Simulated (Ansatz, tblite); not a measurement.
# Si(SH)2Cl2 (Cl₂H₂S₂Si): removing an electron

Aim: the energy of removing an electron for Si(SH)2Cl2 (Cl₂H₂S₂Si), by energy differences, and how well orbital energies stand in for it.

Method: as each input shows; program: Ansatz 0.2.0, Gaussian basis.

Plan: charge +1 doublet, at the geometry of the singlet (PBE0-D4/def2-TZVP, PBE-D4/def2-TZVP, r2SCAN-D4/def2-TZVP); the starting singlet's energies come from earlier runs.

### Step 1. The relaxed structure

The geometry is that of the singlet, from an earlier relaxation (PBE-D4/def2-SVP).

7 atoms, charge 0, spin multiplicity 1.

Atoms are counted from 1 here; the program's logs count them from 0.

Bond lengths: Si1–S2 2.136 Å, Si1–S4 2.136 Å, Si1–Cl6 2.077 Å, Si1–Cl7 2.077 Å, S2–H3 1.364 Å, S4–H5 1.364 Å. Angles: S2–Si1–S4 104.5°, S2–Si1–Cl6 109.3°, S2–Si1–Cl7 114.0°, S4–Si1–Cl6 114.0°, S4–Si1–Cl7 109.3°, Cl6–Si1–Cl7 106.0°, Si1–S2–H3 93.0°, Si1–S4–H5 93.0°.

### Step 2. Charge +1 doublet at the fixed geometry, first pass, PBE0-D4/def2-SVP

File in.yaml:

```yaml
crystal:
  periodic: [false, false, false]
  atoms:
    - {symbol: Si, position_ang: [-0.107680, 0.001805, -0.075762]}
    - {symbol: S, position_ang: [-0.005343, -0.187249, 2.049206]}
    - {symbol: H, position_ang: [-1.230438, 0.383781, 2.230707]}
    - {symbol: S, position_ang: [1.930036, 0.157552, -0.696388]}
    - {symbol: H, position_ang: [1.674483, -0.391309, -1.918411]}
    - {symbol: Cl, position_ang: [-1.267069, 1.654805, -0.564162]}
    - {symbol: Cl, position_ang: [-0.993999, -1.619385, -1.025190]}
basis:
  gaussian: {orbitals: def2-SVP}
total_charge: 1
magnetization: {spin_polarized: true, initial_magnetization: 1}
hamiltonian: {xc: pbe0, dispersion: d4}
output: {orbitals: {seedname: orbitals}}
```

The run is started by

```console
$ ansatz run in.yaml --threads 4 --pin off --events-out ev --progress --plain --max-ram 3916MiB
```

What it wrote:

```text
Functional definition: PBE0
  name "PBE0"
  cite "Adamo & Barone, J. Chem. Phys. 110, 6158 (1999) doi:10.1063/1.478522"
  cite "Perdew, Burke & Ernzerhof, Phys. Rev. Lett. 77, 3865 (1996) doi:10.1103/PhysRevLett.77.3865"
  parent pbe
  parameter a = 0.25
  parameter kappa = 0.804
  parameter beta = 0.06672455060314922
  exchange = (1 - a)*pbe_x(kappa = kappa, mu = beta*pi^2/3) + a*exact_x
  correlation = pbe_c(beta = beta)
910 factors; integrals over basis functions are off by at most 1.2e-3 eV
mean field evaluation 1: about -54583.3308 eV, gradient 1.5e1 eV
mean field evaluation 2: about -54582.4502 eV, gradient 1.8e1 eV
mean field evaluation 4: about -54584.5508 eV, gradient 8.1e-1 eV
mean field evaluation 8: about -54584.6174 eV, gradient 3.8e-1 eV
mean field evaluation 16: about -54584.6188 eV, gradient 2.0e-3 eV
mean field evaluation 32: about -54584.4091 eV, gradient 5.3e-1 eV
mean field -54584.61879803 eV, -2005.9477420443 hartree, gradient 3.4e-5 eV, S^2 0.757142; 7 other end points of the search recorded, 0 dependent functions left out
reference -54584.61881873 eV, -2005.9477428048 hartree; 41, 40 occupied and 59, 60 virtual orbitals, 910 factors
Total energy: -54584.88154254 eV, -2005.9573977269 hartree
```

It took 6.5 s on 4 threads of Arm Neoverse V2, shared host.

HOMO -13.11 eV, LUMO -11.98 eV (over both spins); ⟨S²⟩ 0.757 (pure: 0.75); the next solution that the search met lies 0.040 eV higher.

### Step 3. Charge +1 doublet at the fixed geometry, PBE0-D4/def2-TZVP

start.molden holds the orbitals of an earlier run on this state, given as this run's starting guess.

Changes to in.yaml since step 2:

```diff
@@ -11,3 +11,3 @@
 basis:
-  gaussian: {orbitals: def2-SVP}
+  gaussian: {orbitals: def2-TZVP, initial_orbitals: start.molden}
 total_charge: 1
@@ -15,2 +15,3 @@
 hamiltonian: {xc: pbe0, dispersion: d4}
+scf: {omitted_lower_state_checks: [starts]}
 output: {orbitals: {seedname: orbitals}}
```

The command is unchanged.

What it wrote:

```text
Functional definition: PBE0
  name "PBE0"
  cite "Adamo & Barone, J. Chem. Phys. 110, 6158 (1999) doi:10.1063/1.478522"
  cite "Perdew, Burke & Ernzerhof, Phys. Rev. Lett. 77, 3865 (1996) doi:10.1103/PhysRevLett.77.3865"
  parent pbe
  parameter a = 0.25
  parameter kappa = 0.804
  parameter beta = 0.06672455060314922
  exchange = (1 - a)*pbe_x(kappa = kappa, mu = beta*pi^2/3) + a*exact_x
  correlation = pbe_c(beta = beta)
these checks for a lower state are left out or cut short: starts
1434 factors; their error is unknown
mean field evaluation 1: about -54599.9785 eV, gradient 1.3e2 eV
mean field evaluation 2: about -54603.4430 eV, gradient 4.7e0 eV
mean field evaluation 4: about -54603.7133 eV, gradient 1.6e-1 eV
mean field evaluation 8: about -54603.7135 eV, gradient 1.7e-5 eV
mean field -54603.71351891 eV, -2006.6494600936 hartree, gradient 1.7e-5 eV, S^2 0.758715; 0 other end points of the search recorded, 0 dependent functions left out
reference -54603.71354898 eV, -2006.6494611985 hartree; 41, 40 occupied and 156, 157 virtual orbitals, 1434 factors
Total energy: -54603.97627279 eV, -2006.6591161206 hartree
Checks for a lower state left out: starts
```

It took 7 s on 4 threads of Arm Neoverse V2, shared host; peak memory 0.84 GiB.

HOMO -12.99 eV, LUMO -11.85 eV (over both spins); ⟨S²⟩ 0.759 (pure: 0.75).

### Step 4. Charge +1 doublet at the fixed geometry, PBE-D4/def2-TZVP

Changes to in.yaml since step 3:

```diff
@@ -14,3 +14,3 @@
 magnetization: {spin_polarized: true, initial_magnetization: 1}
-hamiltonian: {xc: pbe0, dispersion: d4}
+hamiltonian: {xc: pbe, dispersion: d4}
 scf: {omitted_lower_state_checks: [starts]}
```

Same command.

What it wrote:

```text
Functional definition: PBE
  name "PBE"
  cite "Perdew, Burke & Ernzerhof, Phys. Rev. Lett. 77, 3865 (1996) doi:10.1103/PhysRevLett.77.3865"
  parent pbe
  parameter kappa = 0.804
  parameter beta = 0.06672455060314922
  exchange = pbe_x(kappa = kappa, mu = beta*pi^2/3)
  correlation = pbe_c(beta = beta)
these checks for a lower state are left out or cut short: starts
1374 factors; their error is unknown
mean field evaluation 1: about -54599.5018 eV, gradient 1.2e1 eV
mean field evaluation 2: about -54599.6516 eV, gradient 2.9e-1 eV
mean field evaluation 4: about -54599.6437 eV, gradient 7.9e-2 eV
mean field evaluation 8: about -54599.6437 eV, gradient 1.5e-5 eV
mean field -54599.64372823 eV, -2006.4998980446 hartree, gradient 1.5e-5 eV, S^2 0.752792; 0 other end points of the search recorded, 0 dependent functions left out
reference -54599.64376807 eV, -2006.4998995089 hartree; 41, 40 occupied and 156, 157 virtual orbitals, 1374 factors
Total energy: -54599.94806028 eV, -2006.5110820414 hartree
Checks for a lower state left out: starts
```

Run time: 3.7 s. Hardware: 4 threads of Arm Neoverse V2, shared host.

HOMO -12.18 eV, LUMO -12.19 eV (over both spins; with the spin held, an empty level of the minority spin lies below the top filled one); ⟨S²⟩ 0.753 (pure: 0.75).

### Step 5. Charge +1 doublet at the fixed geometry, r2SCAN-D4/def2-TZVP

Changes to in.yaml since step 4:

```diff
@@ -14,3 +14,3 @@
 magnetization: {spin_polarized: true, initial_magnetization: 1}
-hamiltonian: {xc: pbe, dispersion: d4}
+hamiltonian: {xc: r2scan, dispersion: d4}
 scf: {omitted_lower_state_checks: [starts]}
```

The command is unchanged.

What it wrote:

```text
Functional definition: r2SCAN
  name "r2SCAN"
  cite "Furness, Kaplan, Ning, Perdew & Sun, J. Phys. Chem. Lett. 11, 8208 (2020) doi:10.1021/acs.jpclett.0c02405"
  cite "Furness, Kaplan, Ning, Perdew & Sun, J. Phys. Chem. Lett. 11, 9248 (2020) doi:10.1021/acs.jpclett.0c03077"
  parent r2scan
  parameter k0 = 0.174
  parameter k1 = 0.065
  parameter a1 = 4.9479
  exchange = r2scan_x(k0 = k0, k1 = k1, a1 = a1)
  correlation = r2scan_c
these checks for a lower state are left out or cut short: starts
1374 factors; their error is unknown
mean field evaluation 1: about -54619.2227 eV, gradient 8.4e0 eV
mean field evaluation 2: about -54619.2745 eV, gradient 1.5e-1 eV
mean field evaluation 4: about -54619.2542 eV, gradient 1.7e-2 eV
mean field evaluation 8: about -54619.2542 eV, gradient 1.1e-5 eV
mean field -54619.25424889 eV, -2007.2205713866 hartree, gradient 1.1e-5 eV, S^2 0.755645; 0 other end points of the search recorded, 0 dependent functions left out
reference -54619.25426109 eV, -2007.2205718348 hartree; 41, 40 occupied and 156, 157 virtual orbitals, 1374 factors
Total energy: -54619.32288412 eV, -2007.2230936846 hartree
Checks for a lower state left out: starts
```

Run time: 11 s. Hardware: 4 threads of Arm Neoverse V2, shared host.

HOMO -12.36 eV, LUMO -12.33 eV (over both spins); ⟨S²⟩ 0.756 (pure: 0.75).

### Step 6. Vertical ionisation energy

Charged state less starting state, singlet to doublet; the starting state's energies are those of its earlier runs.

| level | vertical ionisation energy (eV) | time |
| --- | --- | --- |
| PBE-D4/def2-TZVP | +9.55 | 5.7 s |
| r2SCAN-D4/def2-TZVP | +9.77 | 15 s |
| PBE0-D4/def2-TZVP | +10.00 | 9.9 s |

Times add the two runs; a level without a time comes out of a correlated run.

Beside −ε(HOMO) of the starting state:

| level | −ε(HOMO) (eV) | by difference (eV) | mismatch (eV) |
| --- | --- | --- | --- |
| PBE-D4/def2-TZVP | 6.84 | 9.55 | -2.71 |
| r2SCAN-D4/def2-TZVP | 7.15 | 9.77 | -2.62 |
| PBE0-D4/def2-TZVP | 8.11 | 10.00 | -1.89 |

### Step 7. What came out

| quantity | value |
| --- | --- |
| vertical ionisation energy, functionals in def2-TZVP | 9.55 (PBE-D4) to 10.00 eV (PBE0-D4) |

The vertical ionisation energy spans 9.55 to 10.00 eV over the functionals. −ε(HOMO) misses the level's own difference by -1.89 eV at best (PBE0-D4) and -2.71 eV at worst (PBE-D4).
